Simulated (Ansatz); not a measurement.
# In: the cost of one run

All numbers are computed with the Python package of Ansatz 0.2.0. Level of theory: DFT LDA, plane waves, PAW.

This is In in the bcc structure; at room conditions it is tetragonal.

## Step 1: Starting point

The structure is cubic, space group Im-3m (No. 229). The conventional cell has a = 3.765 Å, b = 3.765 Å, c = 3.765 Å, α = 90.00°, β = 90.00°, γ = 90.00°. Around In (site symmetry m-3m) lie 8 In at 3.26 Å.

The script holds or builds the structure itself.

## Step 2: The script

File dfpt.py:

```python
"""Zone-centre and zone-boundary phonons of In by linear response."""

from pathlib import Path

import ansatz as az
import numpy as np

vectors = np.array([
    [-1.882525, 1.882525, 1.882525],
    [1.882525, -1.882525, 1.882525],
    [1.882525, 1.882525, -1.882525],
])
cell = az.Lattice.of(vectors).atom("In", [0.0, 0.0, 0.0])

setup = (
    cell.calculation()
    .functional(az.Functional.LDA)
    .pseudopotentials("paw")
    .occupations(az.OccupationsMethod.FERMI_DIRAC)
    .kpoints(12, 12, 12)
    .phonons("dfpt", points=[(0, 0, 0), (0.5, 0.5, 0.5)])
)
res = setup.run(threads=1, backend="cpu", runs_dir="runs")
ph = res.phonons

for q in ph.qpoints:
    print("q =", np.round(q.q_frac, 3), "1/cm:", " ".join(f"{w:.1f}" for w in q.omega_inv_cm))
```

## Step 3: The input behind the calls

The engine receives this input:

```yaml
crystal:
  lattice:
    - [-1.882525, 1.882525, 1.882525]
    - [1.882525, -1.882525, 1.882525]
    - [1.882525, 1.882525, -1.882525]
  atoms:
    - { symbol: In, position: [0.0, 0.0, 0.0] }
kpoints:
  mp_grid:
    grid: [12, 12, 12]
hamiltonian:
  xc: lda
  pseudopotentials:
    kind: paw
scf:
  occupations:
    method: fermi_dirac
phonons:
  method: dfpt
  qpoints:
    - [0.0, 0.0, 0.0]
    - [0.5, 0.5, 0.5]
```

## Step 4: Launch

Command:

```
$ python dfpt.py
```

**Question.** How long does this script take on 1 thread of Intel Xeon 6975P-C (Granite Rapids), shared host, and how much memory does it need?

About 7.5 s, with a peak of 0.56 GiB.
